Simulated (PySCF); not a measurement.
# Cl2Hg (Hg(Cl)2): the cost of one run

Program: PySCF 2.14.0. Level of theory: PBE0, Hg def2-SVP with ECP60, Cl def2-SVP; scalar-relativistic core potentials, no spin–orbit coupling. These are calculated values, not measurements.

1 further run of the same task is left out (for a known fault of the program).

## (1) The system as given

3 atoms, charge 0, spin multiplicity 1.

Bond lengths: Hg1–Cl2 2.251 Å, Hg1–Cl3 2.251 Å. Angles: Cl2–Hg1–Cl3 131.8°.

As a file:

```xyz
3
Cl2Hg
Hg    0.0000    0.0000    0.0000
Cl    2.0543    0.0000    0.9193
Cl   -2.0543    0.0000    0.9193
```

Formal oxidation states: Hg +2.

## (2) SCF at the start, singlet

File run.py (the lines that set the calculation):

```python
mol = gto.M(atom='''
Hg     0.00000     0.00000     0.00000
Cl     2.05430     0.00000     0.91930
Cl    -2.05430     0.00000     0.91930''',
    basis={'Hg': 'def2-SVP', 'Cl': 'def2-SVP'},
    ecp={'Hg': 'def2-SVP'},
    charge=0, spin=0)
mf = dft.RKS(mol, xc='PBE0')
mf.grids.atom_grid = (50, 194)
mf = mf.density_fit()  # fitting sets: Hg def2-universal-JKFIT, Cl def2-universal-JKFIT
mf.conv_tol = 1e-08; mf.max_cycle = 55
mf.kernel(dm0)  # dm0: free metal ions and neutral atoms
```

Started as:

```console
$ OMP_NUM_THREADS=2 python run.py
```

**Question.** How long does this run take on 2 threads of Arm Neoverse V1, shared host, and how much memory does it need?

About 1.3 s, with a peak of 0.27 GiB.
